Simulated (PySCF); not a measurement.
# C5H9N3: the cost of one run

Programs: PySCF 2.14.0, with routines of our own; each step states its level. All values are computed. Atoms count from 0.

## (1) The starting structure

17 atoms, charge 0, multiplicity 1; geometry from: GFN2-xTB.

## (2) Magnetic properties: GIAO B97-2/pcSseg-1

Job settings and geometry (Å):

```
{"job": {"kind": "mag", "xc": "B97-2", "basis": "pcSseg-1", "isotopologues": 2}, "charge": 0, "multiplicity": 1}
C      2.502440    -0.168840    -0.048103
C      1.118681    -0.663006    -0.229804
N      0.775672    -1.837616    -0.669283
N     -0.567890    -1.900599    -0.701753
C     -1.039107    -0.764140    -0.281386
C     -2.468560    -0.398649    -0.163315
N     -0.004197     0.076308     0.043124
C     -0.083054     1.425653     0.520330
H      2.665857     0.737121    -0.631331
H      3.188390    -0.940190    -0.383547
H      2.701666     0.051065     1.001070
H     -2.690040     0.483106    -0.764184
H     -3.067683    -1.232129    -0.515696
H     -2.729624    -0.186989     0.873853
H      0.822197     1.671232     1.074146
H     -0.187225     2.125637    -0.313560
H     -0.944523     1.534068     1.179527
```

Level: GIAO B97-2/pcSseg-1 magnetisability, rotational g tensor and spin-rotation constants, non-relativistic, gas phase.

On the command line:

```
OMP_NUM_THREADS=1 python excited_run.py task.json out
```

One launch serves the whole session: the jobs run in the order shown.

**Question.** How long does this first job take on 1 thread of Arm Neoverse V1, shared host, and how much memory does it need?

About 37 s, with a peak of 0.82 GiB.
